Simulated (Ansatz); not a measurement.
The system is HfMoC2.

```
Hf Mo C
1.0
     3.19142    0.00000    0.00000
     0.00000    3.19142    0.00000
     0.00000    0.00000    4.48516
Hf Mo C
1 1 2
Direct
  0.00000 0.00000 0.00000
  0.50000 0.50000 0.50000
  0.50000 0.50000 0.00000
  0.00000 0.00000 0.50000
```

The cell comes from a database or a generator and needn't be the stable form of this composition.

Base run:

```yaml
Program: Ansatz 0.2.0
Functional: LDA
Potentials_or_basis: Ansatz PAW
Cutoff: "420 eV (not typed: the program's choice for these potentials)"
k_mesh: 8 × 8 × 6
Occupations: fermi-dirac, width 0.05 eV
Spin: no spin polarisation
```

Its results: band gap on the k mesh none (metal or under the smearing width); pressure -14.4 GPa.

The run is repeated on the same cell with these changes: functional from LDA to PBE. What comes out?

Band gap on the k mesh none (metal or under the smearing width); pressure -1.3 GPa.

PBE binds less tightly than LDA, so the same cell stands under more pressure.

Caveats: spin-orbit coupling is left out, which moves the levels of the heavy elements; the PAW data sets come from PBE, with cores solved anew for the run's functional, which leaves a small shift of forces and pressure (some runs).
